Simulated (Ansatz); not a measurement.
**AlNH2Cl (SMILES [NH2][Al][Cl]) at UPBE0/aug-cc-pVDZ**

What is the electronic atomisation energy of AlNH2Cl at UPBE0/aug-cc-pVDZ? 

Program for the calculation: Ansatz 0.2.0.

71 further runs of the same task are left out: 71 set aside as unsound or not needed.

**1. Starting point**

AlNH2Cl has 5 atoms, charge 0, and is taken as a doublet. As SMILES, `[NH2][Al][Cl]`. Geometry: relaxed at PBE0-D4/def2-TZVP. This is one conformer, not always the lowest.

Bond lengths: N1–Al2 1.765 Å, Al2–Cl3 2.116 Å, N1–H4 1.007 Å, N1–H5 1.009 Å. Angles: N1–Al2–Cl3 116.7°, Al2–N1–H4 124.9°, Al2–N1–H5 124.1°, H4–N1–H5 111.0°.

**2. The energy at UPBE0/aug-cc-pVDZ**

The input, in.yaml:

```yaml
crystal:
  periodic: [false, false, false]
  atoms:
    - {symbol: "N", position_ang: [-0.549400, 0.461700, -0.232000]}
    - {symbol: Al, position_ang: [0.402600, -0.291600, 1.049100]}
    - {symbol: Cl, position_ang: [1.907000, -1.649700, 0.440800]}
    - {symbol: H, position_ang: [-1.293600, 1.123300, -0.083500]}
    - {symbol: H, position_ang: [-0.416600, 0.282700, -1.215900]}
basis:
  gaussian: {orbitals: aug-cc-pVDZ}
magnetization: {spin_polarized: true, initial_magnetization: 1}
hamiltonian: {xc: {name: PBE0}}
accuracy: high
output: {orbitals: {seedname: orbitals}}
```

On the command line:

```
$ ansatz run in.yaml --threads 1 --pin off --max-ram 3480MiB --events-out events.jsonl --progress --plain --runs-dir runs
```

Output:

```text
Warning: RAYON_NUM_THREADS=1 ignored (pool sized by the plan → 1); use --threads N
Functional definition: PBE0
  name "PBE0"
  parameter a = 0.25
  parameter kappa = 0.804
  parameter beta = 0.06672455060314922
  exchange = (1 - a)*pbe_x(kappa = kappa, mu = beta*pi^2/3) + a*exact_x
  correlation = pbe_c(beta = beta)
1868 factors; integrals over basis functions are off by at most 3.7e-9 eV
mean field evaluation 1: about -20626.2752 eV, gradient 4.6e1 eV
mean field evaluation 2: about -20591.4713 eV, gradient 7.9e1 eV
mean field evaluation 4: about -20635.1525 eV, gradient 5.1e0 eV
mean field evaluation 8: about -20635.3654 eV, gradient 1.6e-1 eV
mean field evaluation 16: about -20635.3657 eV, gradient 1.5e-4 eV
mean field -20635.36568839 eV, -758.3357018950 hartree, gradient 1.8e-8 eV, S^2 0.752130; 0 other end points of the search recorded, 0 dependent functions left out
reference -20635.36569313 eV, -758.3357020694 hartree; 20, 19 occupied and 75, 76 virtual orbitals, 1868 factors
Total energy: -20635.36569313 eV, -758.3357020694 hartree
```

It took 25 s on 1 thread of Arm Neoverse N1, shared host; peak memory 0.42 GiB.

**3. The Al atom**

The input, input.yaml:

```yaml
basis:
  gaussian:
    orbitals: aug-cc-pVDZ
crystal:
  periodic: [false, false, false]
  atoms:
    - symbol: Al
      position_ang: [0.000000, 0.000000, 0.000000]
accuracy: high
hamiltonian:
  xc: pbe0
magnetization:
  spin_polarized: true
  initial_magnetization: 1
```

Run the same way, it converges to -242.24667 Eh (log not shown).

**4. The Cl atom**

The input, run.yaml:

```yaml
crystal:
  periodic: [false, false, false]
  atoms:
    - {symbol: Cl, position_ang: [0.000000, 0.000000, 0.000000]}
basis:
  gaussian: {orbitals: aug-cc-pVDZ}
hamiltonian: {xc: pbe0}
magnetization: {spin_polarized: true, initial_magnetization: 1}
total_charge: 0
accuracy: high
```

On the command line:

```
$ ansatz run run.yaml --threads 1 --pin off --max-ram 3480MiB --events-out events.jsonl --progress --plain --runs-dir runs
```

Output, cut to the lines that bear on the results:

```text
Warning: RAYON_NUM_THREADS=1 ignored (pool sized by the plan → 1); use --threads N
[... 7 set-up lines as earlier in the session ...]
231 factors; integrals over basis functions are off by at most 3.0e-9 eV
mean field evaluation 1: about -12516.9637 eV, gradient 3.1e0 eV
mean field evaluation 2: about -12517.0245 eV, gradient 9.1e-1 eV
mean field evaluation 4: about -12517.0262 eV, gradient 9.4e-1 eV
mean field evaluation 8: about -12517.0315 eV, gradient 2.3e-3 eV
mean field evaluation 16: about -12517.0315 eV, gradient 1.9e-8 eV
mean field -12517.03153473 eV, -459.9924245528 hartree, gradient 1.9e-8 eV, S^2 0.752840; 0 other end points of the search recorded, 0 dependent functions left out
reference -12517.03153703 eV, -459.9924246373 hartree; 9, 8 occupied and 18, 19 virtual orbitals, 231 factors
Total energy: -12517.03153703 eV, -459.9924246373 hartree
```

Wall time 1.5 s (1 thread of Arm Neoverse N1, shared host).

**5. The H atom, same level**

The input, molecule.yaml:

```yaml
crystal:
  periodic: [false, false, false]
  atoms:
    - {symbol: H, position_ang: [0.000000, 0.000000, 0.000000]}
basis:
  gaussian:
    orbitals: aug-cc-pVDZ
magnetization:
  spin_polarized: true
  initial_magnetization: 1
hamiltonian:
  xc: pbe0
accuracy: high
```

Run the same way, it converges to -0.50065 Eh (log not shown).

**6. The N atom**

The input, run.yaml:

```yaml
basis:
  gaussian:
    orbitals: aug-cc-pVDZ
crystal:
  periodic: [false, false, false]
  atoms:
    - symbol: N
      position_ang: [0.000000, 0.000000, 0.000000]
magnetization:
  spin_polarized: true
  initial_magnetization: 3
hamiltonian:
  xc: {name: PBE0}
accuracy: high
```

Run the same way, it converges to -54.53455 Eh (log not shown).

**7. What came out**

Level: UPBE0/aug-cc-pVDZ.

| quantity | value |
| --- | --- |
| molecule: total energy | -758.33570 Eh |
| molecule: HOMO energy (highest over α and β) | -6.23 eV |
| molecule: LUMO energy (lowest over α and β) | -2.72 eV |
| molecule: ⟨S²⟩ | 0.752 |
| Al atom: total energy | -242.24667 Eh |
| Al atom: ⟨S²⟩ | 0.757 |
| Cl atom: total energy | -459.99242 Eh |
| Cl atom: ⟨S²⟩ | 0.753 |
| H atom: total energy | -0.50065 Eh |
| H atom: ⟨S²⟩ | 0.750 |
| N atom: total energy | -54.53455 Eh |
| N atom: ⟨S²⟩ | 3.753 |
| electronic atomisation energy | 15.259 eV |

**Reading.** Taking the molecule apart into free atoms costs 15.26 eV (1472 kJ/mol), before zero-point energy and without spin-orbit coupling.
